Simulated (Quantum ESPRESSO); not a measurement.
# BiSbSe (P-6m2) in Quantum ESPRESSO: a series of runs, part 2 of 2

Quantum ESPRESSO 7.5. The steps go on from the part before.

## (3) Phonons, rev-vdW-DF2

Input file pw.in:

```
&CONTROL
  calculation = 'scf'
  prefix = 'pwscf'
  outdir = './tmp'
  pseudo_dir = './pseudo'
  tprnfor = .true.
  tstress = .true.
  disk_io = 'low'
/
&SYSTEM
  ibrav = 0
  celldm(1) = 8
  nat = 3
  ntyp = 3
  ecutwfc = 45
  ecutrho = 360
  nbnd = 26
  input_dft = 'vdw-df2-b86r'
  occupations = 'smearing'
  smearing = 'fd'
  degauss = 0.00367493
/
&ELECTRONS
  conv_thr = 6d-10
  electron_maxstep = 120
  mixing_beta = 0.5
/
ATOMIC_SPECIES
Sb   121.7600 sb_pbe_v1.4.uspp.F.UPF
Bi   208.9804 bi_pbe_v1.uspp.F.UPF
Se    78.9710 se_pbe_v1.uspp.F.UPF
CELL_PARAMETERS alat
  1.1377605201906   0.0000000000000   0.0000000000000
 -0.5688802612764   0.9853295134540   0.0000000000000
  0.0000000000000   0.0000000000000   1.1107817979292
ATOMIC_POSITIONS crystal
Sb     0.6666666700    0.3333333300    0.5000000000
Bi     0.0000000000    0.0000000000    0.0000000000
Se     0.3333333300    0.6666666700    0.5000000000
K_POINTS automatic
2 2 2 0 0 1
```

Input file relax.in:

```
&CONTROL
  calculation = 'vc-relax'
  prefix = 'pwscf'
  outdir = './tmp'
  pseudo_dir = './pseudo'
  tprnfor = .true.
  tstress = .true.
  disk_io = 'low'
  nstep = 40
  forc_conv_thr = 0.0001
  etot_conv_thr = 1d-06
/
&SYSTEM
  ibrav = 0
  celldm(1) = 8
  nat = 3
  ntyp = 3
  ecutwfc = 45
  ecutrho = 360
  nbnd = 26
  input_dft = 'vdw-df2-b86r'
  occupations = 'smearing'
  smearing = 'fd'
  degauss = 0.00367493
/
&ELECTRONS
  conv_thr = 6d-10
  electron_maxstep = 120
  mixing_beta = 0.5
/
&IONS
  ion_dynamics = 'bfgs'
/
&CELL
  cell_dynamics = 'bfgs'
  press = 0
  press_conv_thr = 0.2
/
ATOMIC_SPECIES
Sb   121.7600 sb_pbe_v1.4.uspp.F.UPF
Bi   208.9804 bi_pbe_v1.uspp.F.UPF
Se    78.9710 se_pbe_v1.uspp.F.UPF
CELL_PARAMETERS alat
  1.1377605201906   0.0000000000000   0.0000000000000
 -0.5688802612764   0.9853295134540   0.0000000000000
  0.0000000000000   0.0000000000000   1.1107817979292
ATOMIC_POSITIONS crystal
Sb     0.6666666700    0.3333333300    0.5000000000
Bi     0.0000000000    0.0000000000    0.0000000000
Se     0.3333333300    0.6666666700    0.5000000000
K_POINTS automatic
2 2 2 0 0 1
```

Input file scf2.in:

```
&CONTROL
  calculation = 'scf'
  prefix = 'pwscf'
  outdir = './tmp'
  pseudo_dir = './pseudo'
  tprnfor = .true.
  tstress = .true.
  disk_io = 'low'
/
&SYSTEM
  ibrav = 0
  celldm(1) = 8
  nat = 3
  ntyp = 3
  ecutwfc = 45
  ecutrho = 360
  nbnd = 26
  input_dft = 'vdw-df2-b86r'
  occupations = 'smearing'
  smearing = 'fd'
  degauss = 0.00367493
/
&ELECTRONS
  conv_thr = 1d-13
  electron_maxstep = 120
  mixing_beta = 0.5
  startingpot = 'file'
  startingwfc = 'file'
/
ATOMIC_SPECIES
Sb   121.7600 sb_pbe_v1.4.uspp.F.UPF
Bi   208.9804 bi_pbe_v1.uspp.F.UPF
Se    78.9710 se_pbe_v1.uspp.F.UPF
CELL_PARAMETERS alat
  1.1421605256152   0.0000000006887   0.0000000000000
 -0.5710802634040   0.9891400300382   0.0000000000000
  0.0000000000000   0.0000000000000   0.9537069300968
ATOMIC_POSITIONS crystal
Sb     0.6666666700    0.3333333300    0.5000000000
Bi     0.0000000033   -0.0000000033    0.0000000000
Se     0.3333333367    0.6666666633    0.5000000000
K_POINTS automatic
2 2 2 0 0 1
```

Input file ph.in:

```
phonons of BiSbSe
&INPUTPH
  prefix = 'pwscf'
  outdir = './tmp'
  tr2_ph = 1d-18
  fildyn = 'dyn'
  niter_ph = 90
  alpha_mix(1) = 0.4
/
0.0000000000 0.0000000000 0.0000000000
```

Input file dynmat.in:

```
&INPUT
  fildyn = 'dyn'
  asr = 'crystal'
  filout = 'dynmat.disp'
  fileig = 'dynmat.eig'
/
```

Potentials or basis: GBRV 1.5 PBE.

Run with:

```bash
> OMP_NUM_THREADS=1 pw.x -in pw.in > pw.out
> OMP_NUM_THREADS=1 pw.x -in relax.in > relax.out
> OMP_NUM_THREADS=1 pw.x -in scf2.in > scf2.out
> OMP_NUM_THREADS=1 ph.x -in ph.in > ph.out
> OMP_NUM_THREADS=1 dynmat.x -in dynmat.in > dynmat.out
```

pw.out:

```text
This program is part of the open-source Quantum ESPRESSO suite
     for quantum simulation of materials; please cite
         "P. Giannozzi et al., J. Phys.:Condens. Matter 21 395502 (2009);
         "P. Giannozzi et al., J. Phys.:Condens. Matter 29 465901 (2017);
         "P. Giannozzi et al., J. Chem. Phys. 152 154105 (2020);
     in publications or presentations arising from this work. More details at

     IMPORTANT: XC functional enforced from input :
     Exchange-correlation= VDW-DF2-B86R
                           (   1   4  26   0   2   0   0)
     Any further DFT definition will be discarded
     Please, verify this is what you really want

     Message from routine setup:
     using ibrav=0 with symmetry is DISCOURAGED, use correct ibrav instead

     G-vector sticks info
     --------------------
     sticks:   dense  smooth     PW     G-vecs:    dense   smooth      PW
     Sum        2053    1039    295                73721    26011    3963

     Using Slab Decomposition

     bravais-lattice index     =            0
     lattice parameter (alat)  =       8.0000  a.u.
     unit-cell volume          =     637.5747 (a.u.)^3
     number of atoms/cell      =            3
     number of atomic types    =            3
     number of electrons       =        36.00
     number of Kohn-Sham states=           26
     kinetic-energy cutoff     =      45.0000  Ry
     charge density cutoff     =     360.0000  Ry
     scf convergence threshold =      6.0E-10
     mixing beta               =       0.5000
     number of iterations used =            8  plain     mixing
     Exchange-correlation= VDW-DF2-B86R
                           (   1   4  26   0   2   0   0)

     celldm(1)=   8.000000  celldm(2)=   0.000000  celldm(3)=   0.000000
     celldm(4)=   0.000000  celldm(5)=   0.000000  celldm(6)=   0.000000

     crystal axes: (cart. coord. in units of alat)
               a(1) = (   1.137761   0.000000   0.000000 )
               a(2) = (  -0.568880   0.985330   0.000000 )
               a(3) = (   0.000000   0.000000   1.110782 )

     reciprocal axes: (cart. coord. in units 2 pi/alat)
               b(1) = (  0.878920  0.507444 -0.000000 )
               b(2) = (  0.000000  1.014889  0.000000 )
               b(3) = (  0.000000 -0.000000  0.900267 )

     PseudoPot. # 1 for Sb read from file:
     sb_pbe_v1.4.uspp.F.UPF
     Pseudo is Ultrasoft + core correction, Zval = 15.0
     Generated by new atomic code, or converted to UPF format
     Using radial grid of  891 points,  6 beta functions with:
                l(1) =   0
                l(2) =   0
                l(3) =   1
                l(4) =   1
                l(5) =   2
                l(6) =   2
     Q(r) pseudized with  8 coefficients,  rinner =    1.350   1.350   1.350
                                                       1.350   1.350

     PseudoPot. # 2 for Bi read from file:
     bi_pbe_v1.uspp.F.UPF
     Pseudo is Ultrasoft + core correction, Zval = 15.0
     Generated by new atomic code, or converted to UPF format
     Using radial grid of  899 points,  6 beta functions with:
                l(1) =   0
                l(2) =   0
                l(3) =   1
                l(4) =   1
                l(5) =   2
                l(6) =   2
     Q(r) pseudized with  6 coefficients,  rinner =    1.000   1.000   1.000
                                                       1.000   1.000

     PseudoPot. # 3 for Se read from file:
     se_pbe_v1.uspp.F.UPF
     Pseudo is Ultrasoft + core correction, Zval =  6.0
     Generated by new atomic code, or converted to UPF format
     Using radial grid of  877 points,  6 beta functions with:
                l(1) =   0
                l(2) =   0
                l(3) =   1
                l(4) =   1
                l(5) =   2
                l(6) =   2
     Q(r) pseudized with  8 coefficients,  rinner =    1.300   1.300   1.300
                                                       1.300   1.300

     atomic species   valence    mass     pseudopotential
     Sb               15.00   121.76000     Sb( 1.00)
     Bi               15.00   208.98040     Bi( 1.00)
     Se                6.00    78.97100     Se( 1.00)

     12 Sym. Ops. (no inversion) found

   Cartesian axes

     site n.     atom                  positions (alat units)
         1        Sb     tau(   1) = (   0.5688803   0.3284432   0.5553909  )
         2        Bi     tau(   2) = (   0.0000000   0.0000000   0.0000000  )
         3        Se     tau(   3) = (  -0.0000000   0.6568863   0.5553909  )

     number of k points=     2  Fermi-Dirac smearing, width (Ry)=  0.0037
                       cart. coord. in units 2pi/alat
        k(    1) = (   0.0000000   0.0000000   0.2250667), wk =   0.5000000
        k(    2) = (   0.0000000  -0.5074445   0.2250667), wk =   1.5000000

     Dense  grid:    73721 G-vectors     FFT dimensions: (  60,  60,  54)

     Smooth grid:    26011 G-vectors     FFT dimensions: (  40,  40,  40)

     Check: negative core charge=   -0.000002

     Initial potential from superposition of free atoms

     starting charge      33.9999, renormalised to      36.0000

     negative rho (up, down):  4.380E-02 0.000E+00

     %%%%%%%%%%%%%%%%%%%%%%%%%%%%%%%%%%%%%%%%%%%%%%%%%%%%%%%%%%%%%%%%%%%%%%%%
     %                                                                      %
     % You are using vdW-DF, which was implemented by the Thonhauser group. %
     % Please cite the following two papers that made this development      %
     % possible and the two reviews that describe the various versions:     %
     %                                                                      %
     %   T. Thonhauser et al., PRL 115, 136402 (2015).                      %
     %   T. Thonhauser et al., PRB 76, 125112 (2007).                       %
     %   K. Berland et al., Rep. Prog. Phys. 78, 066501 (2015).             %
     %   D.C. Langreth et al., J. Phys.: Condens. Matter 21, 084203 (2009). %
     %                                                                      %
     % If you are calculating stress with vdW-DF, please also cite:         %
     %                                                                      %
     %   R. Sabatini et al., J. Phys.: Condens. Matter 24, 424209 (2012).   %
     %                                                                      %
     %%%%%%%%%%%%%%%%%%%%%%%%%%%%%%%%%%%%%%%%%%%%%%%%%%%%%%%%%%%%%%%%%%%%%%%%

     %%%%%%%%%%%%%%%%%%%%%%%%%%%%%%%%%%%%%%%%%%%%%%%%%%%%%%%%%%%%%%%%%%%%%%%%
     %                                                                      %
     %  vdW-DF NEWS:                                                        %
     %                                                                      %
     %  * vdW-DF3 is now available. DOI: 10.1021/acs.jctc.0c00471           %
     %    use with input_dft = 'vdW-DF3-opt1' or 'vdW-DF3-opt2'             %
     %                                                                      %
     %  * Unscreened and range-separated hybrid vdW-DF-cx functionals       %
     %    DOI: 10.1063/1.4986522 and 10.1088/1361-648X/ac2ad2               %
     %    use with input_dft = 'vdW-DF-cx0'    and 'vdW-DF-ahcx'            %
     %  * Unscreened and range-separated hybrid vdW-DF2-b86r functionals    %
     %    DOI: 10.1063/1.4986522 and DOI: 10.1103/PhysRevX.12.041003        %
     %    use with input_dft = 'vdW-DF2-br0' and 'vdW-DF2-ahbr'             %
     %                                                                      %
     %%%%%%%%%%%%%%%%%%%%%%%%%%%%%%%%%%%%%%%%%%%%%%%%%%%%%%%%%%%%%%%%%%%%%%%%

     Starting wfcs are   22 randomized atomic wfcs +    4 random wfcs

     Self-consistent Calculation

     iteration #  1     ecut=    45.00 Ry     beta= 0.50
     Davidson diagonalization with overlap
     ethr =  1.00E-02,  avg # of iterations =  8.0

     negative rho (up, down):  4.109E-02 0.000E+00

     total energy              =    -413.14872748 Ry
     estimated scf accuracy    <       1.40395966 Ry

     iteration #  2     ecut=    45.00 Ry     beta= 0.50
     Davidson diagonalization with overlap
     ethr =  3.90E-03,  avg # of iterations =  2.0
[... 69 lines left out ...]
     iteration # 10     ecut=    45.00 Ry     beta= 0.50
     Davidson diagonalization with overlap
     ethr =  2.57E-11,  avg # of iterations =  2.0

     negative rho (up, down):  4.274E-02 0.000E+00

     End of self-consistent calculation

          k = 0.0000 0.0000 0.2251 (  3253 PWs)   bands (ev):

   -21.2834 -21.2834 -21.1979 -21.1979 -21.1824 -14.6441 -14.5886 -14.5886
   -14.4344 -14.4344  -6.0897  -2.2836   0.5545   4.0774   4.0774   4.7677
     7.2432   7.2432   8.3878   9.5766  10.2237  10.2237  12.6588  14.1617
    14.1617  17.0877

          k = 0.0000-0.5074 0.2251 (  3270 PWs)   bands (ev):

   -21.2841 -21.2817 -21.1983 -21.1980 -21.1809 -14.6423 -14.5912 -14.5891
   -14.4346 -14.4305  -5.4598  -2.4650  -1.2314   3.1965   4.5960   4.8944
     7.0196   8.3771   8.7639   9.4655  10.8997  11.3193  14.2852  14.9549
    15.8541  16.8383

     the Fermi energy is     8.4345 ev

!    total energy              =    -413.44698420 Ry
     estimated scf accuracy    <          1.8E-10 Ry
     smearing contrib. (-TS)   =      -0.00419278 Ry
     internal energy E=F+TS    =    -413.44279142 Ry

     The total energy is F=E-TS. E is the sum of the following terms:
     one-electron contribution =    -147.54018217 Ry
     hartree contribution      =      92.62664153 Ry
     xc contribution           =    -137.82847117 Ry
     ewald contribution        =    -220.70077961 Ry

     convergence has been achieved in  10 iterations

     negative rho (up, down):  4.274E-02 0.000E+00

     Forces acting on atoms (cartesian axes, Ry/au):

     atom    1 type  1   force =     0.00000000    0.00000000    0.00000000
     atom    2 type  2   force =     0.00000000    0.00000000    0.00000000
     atom    3 type  3   force =     0.00000000    0.00000000    0.00000000

     Total force =     0.000000     Total SCF correction =     0.000000

     Computing stress (Cartesian axis) and pressure

     negative rho (up, down):  4.274E-02 0.000E+00
          total   stress  (Ry/bohr**3)                   (kbar)     P=      -36.29
  -0.00008802  -0.00000000   0.00000000          -12.95       -0.00        0.00
  -0.00000000  -0.00008802   0.00000000           -0.00      -12.95        0.00
   0.00000000   0.00000000  -0.00056412            0.00        0.00      -82.99

=------------------------------------------------------------------------------=
   JOB DONE.
=------------------------------------------------------------------------------=
```

Run time: 11 min. Hardware: 1 thread of AMD EPYC 9R45 (Zen 5), shared host; peak memory 0.42 GiB.

What came out:

* Free energy: -5625.6506 eV
* Relaxed volume: 27.25 Å³/atom
* Relaxed cell: a = 4.835 Å, b = 4.835 Å, c = 4.037 Å, α = 90.00°, β = 90.00°, γ = 120.00°
* Space group after relaxing (to 0.05 Å): P-6m2 (No. 187)
* Pressure after relaxing: -0.1 GPa
* Band gap on the k mesh: none (metal or under the smearing width)
* Highest phonon frequency at Γ: 157 cm⁻¹
* Most unstable mode: 141i cm⁻¹

Step by step:
| step | energy change (eV) | largest force (eV/Å) | pressure (GPa) | volume (Å³) |
| --- | --- | --- | --- | --- |
| 1 | 0.0000 | 0.0000 | -3.63 | 94.48 |
| 2 | -0.0699 | 0.0000 | -3.21 | 92.74 |
| 3 | -0.1405 | 0.0000 | -2.73 | 90.92 |
| 4 | -0.2337 | 0.0000 | -1.99 | 88.40 |
| 5 | -0.3423 | 0.0000 | -0.75 | 84.89 |
| 6 | -0.4126 | 0.0000 | 1.49 | 80.10 |
| 7 | -0.4176 | 0.0000 | 1.03 | 80.64 |
| 8 | -0.4214 | 0.0000 | 0.67 | 81.00 |
| 9 | -0.4239 | 0.0000 | 0.11 | 81.62 |
| 10 | -0.4240 | 0.0000 | 0.00 | 81.74 |
| 11 | -0.4240 | 0.0000 | 0.00 | 81.75 |

Final structure:
```
Sb Bi Se
1.0
     4.83524    0.00000    0.00000
    -2.41762    4.18744    0.00000
     0.00000    0.00000    4.03744
Sb Bi Se
1 1 1
Direct
  0.66667 0.33333 0.50000
  0.00000 0.00000 0.00000
  0.33333 0.66667 0.50000
```

Phonon frequencies in cm⁻¹ (negative: imaginary):
| q point | frequencies |
| --- | --- |
| (0.000, 0.000, 0.000) | -141 16 16 18 50 50 77 157 157 |

Optical modes at Γ, degenerate ones joined:
| cm⁻¹ | components | symmetry | active in |
| --- | --- | --- | --- |
| 142i | 1 | A''2 | IR |
| 51 | 2 | E' | IR and Raman |
| 77 | 1 | A''2 | IR |
| 157 | 2 | E' | IR and Raman |

Caveat: the k mesh is coarse (spacing up to 0.75 Å⁻¹), so the values aren't converged; the mesh is thin for the phonons of a metal; the potentials were made for another functional, which shifts forces and pressure; some modes are imaginary; spin-orbit coupling is left out, which moves the levels of the heavy elements.
